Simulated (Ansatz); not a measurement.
# C₃H₈OSi: up Jacob's ladder to CCSD(T)

How much do the methods differ for C₃H₈OSi? The plan is to run it at one geometry with functionals of several rungs and with coupled cluster, and see how far each lands from CCSD(T) at the basis-set limit for the atomisation energy.

The runs use Ansatz 0.2.0, Gaussian basis; functionals in def2-TZVPP, the program's frozen cores in correlated methods.

The runs, in order: LDA (SPW92), PBE-D4, revPBE-D4, BLYP-D4, r2SCAN-D4, B97M-V, PBE0-D4, B3LYP-D4, r2SCANh-D4, r2SCAN0-D4, HSE06-D4, BHLYP-D4, CAM-B3LYP-D4, LC-ωPBE, ωB97X-V, ωB97M-V, B2PLYP, PBE-QIDH; CCSD(T)/def2-SVP; CCSD(T)/def2-TZVPP; MP2/def2-QZVPP; extrapolation to the limit; RPA on PBE.

## 1. The relaxed structure

The geometry comes from an earlier relaxation with PBE0-D4 in a triple-zeta def2 set; it is a stationary point, not always the lowest conformer.

SMILES `C1C[SiH2]CO1`, 13 atoms, charge 0, spin multiplicity 1.

Atoms are counted from 1 here; the program's logs count them from 0.

Bond lengths: C1–C2 1.532 Å, C1–O5 1.414 Å, C1–H6 1.101 Å, C1–H7 1.092 Å, C2–Si3 1.886 Å, C2–H8 1.093 Å, C2–H9 1.091 Å, Si3–C4 1.904 Å, Si3–H10 1.489 Å, Si3–H11 1.487 Å, C4–O5 1.422 Å, C4–H12 1.091 Å, C4–H13 1.100 Å. Angles: C2–C1–O5 110.2°, C2–C1–H6 109.8°, C2–C1–H7 112.7°, O5–C1–H6 109.9°, O5–C1–H7 106.2°, H6–C1–H7 108.0°, C1–C2–Si3 101.7°, C1–C2–H8 110.6°, C1–C2–H9 112.1°, Si3–C2–H8 110.2°, Si3–C2–H9 114.0°, H8–C2–H9 108.1°, C2–Si3–C4 92.3°, C2–Si3–H10 114.3°, C2–Si3–H11 113.5°, C4–Si3–H10 113.6°, C4–Si3–H11 113.9°, H10–Si3–H11 108.6° and more.

## 2. LDA

This LDA is Slater exchange with PW92 correlation.

in.yaml reads:

```yaml
crystal:
  periodic: [false, false, false]
  atoms:
    - {symbol: C, position_ang: [-1.055564, 0.828679, -0.142397]}
    - {symbol: C, position_ang: [-0.677433, -0.033318, 1.066614]}
    - {symbol: Si, position_ang: [0.957475, -0.786625, 0.504832]}
    - {symbol: C, position_ang: [0.733131, -0.143263, -1.272663]}
    - {symbol: O, position_ang: [-0.646355, 0.196594, -1.339046]}
    - {symbol: H, position_ang: [-0.578426, 1.817573, -0.059018]}
    - {symbol: H, position_ang: [-2.132831, 0.980702, -0.230999]}
    - {symbol: H, position_ang: [-1.420125, -0.818445, 1.226536]}
    - {symbol: H, position_ang: [-0.603057, 0.555253, 1.982397]}
    - {symbol: H, position_ang: [2.156290, -0.232495, 1.191700]}
    - {symbol: H, position_ang: [0.994824, -2.269375, 0.609332]}
    - {symbol: H, position_ang: [0.932915, -0.871139, -2.059843]}
    - {symbol: H, position_ang: [1.359555, 0.741156, -1.462746]}
basis:
  gaussian: {orbitals: def2-TZVPP}
hamiltonian: {xc: lda}
output: {orbitals: {seedname: orbitals}}
```

The runs that follow: PBE-D4 (GGA); revPBE-D4 (GGA); BLYP-D4 (GGA); r2SCAN-D4 (meta-GGA); B97M-V (meta-GGA); PBE0-D4 (hybrid); B3LYP-D4 (hybrid); r2SCANh-D4 (hybrid); r2SCAN0-D4 (hybrid); HSE06-D4 (hybrid); BHLYP-D4 (hybrid); CAM-B3LYP-D4 (range-separated); LC-ωPBE (range-separated); ωB97X-V (range-separated); ωB97M-V (range-separated); B2PLYP (double hybrid); PBE-QIDH (double hybrid); CCSD(T) in def2-SVP; CCSD(T) in def2-TZVPP; MP2 in def2-QZVPP; RPA on PBE orbitals.

**Question.** What will the summary of the whole plan be? Wanted: atomisation energy, CCSD(T)/CBS; farthest beyond LDA; mean size of error, GGA; mean size of error, meta-GGA; mean size of error, hybrid; mean size of error, range-separated; mean size of error, double hybrid; gap, smallest and largest; T1 diagnostic.

**Answer**, as computed:

| quantity | value |
| --- | --- |
| atomisation energy, CCSD(T)/CBS | 51.119 eV |
| functionals within 0.256 eV (0.5 %) | revPBE-D4, r2SCAN-D4, B97M-V, PBE0-D4, B3LYP-D4, r2SCANh-D4, HSE06-D4, CAM-B3LYP-D4, LC-ωPBE, ωB97X-V, ωB97M-V, PBE-QIDH |
| farthest beyond LDA | BHLYP-D4 (-1.349 eV) |
| mean size of error, GGA | 0.471 eV |
| mean size of error, meta-GGA | 0.098 eV |
| mean size of error, hybrid | 0.408 eV |
| mean size of error, range-separated | 0.159 eV |
| mean size of error, double hybrid | 0.391 eV |
| gap, smallest and largest | 5.43 eV (LDA (SPW92)), 12.51 eV (LC-ωPBE) |
| T1 diagnostic | 0.0117 |
| triples share of the correlation energy | 3.9 % |

In words: LDA overbinds by 7.322 eV (14 %). PBE-D4 misses by +0.920 eV. Double hybrids carry the basis error of their MP2 part in triple zeta, and no dispersion term here, so their miss is partly the set-up's. The rungs meta-GGA, range-separated miss on average by less than the doubt on the reference (0.256 eV), so they tie. Misses under about 0.256 eV are within the doubt on the reference itself, which lacks core-valence correlation, relativity and higher excitations. Hartree-Fock recovers 73 % of the binding; the rest is correlation. CCSD(T) in def2-SVP is off by -2.556 eV, more than most functionals: a good method in a small basis is no reference. Orbital gaps span 5.4 to 12.5 eV; exact exchange widens them.
